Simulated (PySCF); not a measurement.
# FGeH7Si2: the cost of one run

Computed with PySCF 2.14.0, with density-fitted response routines of our own, on a single molecule in the gas phase. Atoms count from 0, in the outputs and in this text.

### 1 Starting geometry

11 atoms, charge 0, multiplicity 1; geometry from: GFN2-xTB. The atoms were then displaced at random by about 0.01 Å, so the start is not that level's minimum.

Bonds of the start (Å): F0–Si1 1.62, Si1–Si2 2.33, Si2–Ge3 2.29, Si1–H4 1.45, Si1–H5 1.45, Si2–H6 1.46, Si2–H7 1.48, Ge3–H8 1.53, Ge3–H9 1.50, Ge3–H10 1.53.

### 2 Optimising the geometry at PBE0-D3(BJ)/def2-SVP

The job: settings as JSON, then the geometry in Å.

```
{"job": {"xc": "PBE0", "basis": "def2-SVP", "d3": "d3bj", "grid": 1, "shake": 0.01, "kind": "geom"}, "charge": 0, "multiplicity": 1}
F      2.941130    -0.347910    -0.993650
Si     1.873340    -0.571150     0.208190
Si     0.119690     0.927230    -0.092590
Ge    -1.925890    -0.105050    -0.076610
H      2.705790    -0.382370     1.385480
H      1.541300    -1.976920     0.066780
H      0.260320     1.688480    -1.335750
H      0.151140     1.948590     0.977530
H     -2.332270    -0.776350     1.236210
H     -2.147320    -1.209210    -1.069050
H     -3.149120     0.778830    -0.322220
```

The run is started by

```bash
$ OMP_NUM_THREADS=1 python probes_run.py task.json out
```

This one command runs all jobs of the session in turn.

Q: Estimate the wall time and peak memory of this first job on 1 thread of Arm Neoverse V1, shared host.

About 2.1 min, with a peak of 0.48 GiB.
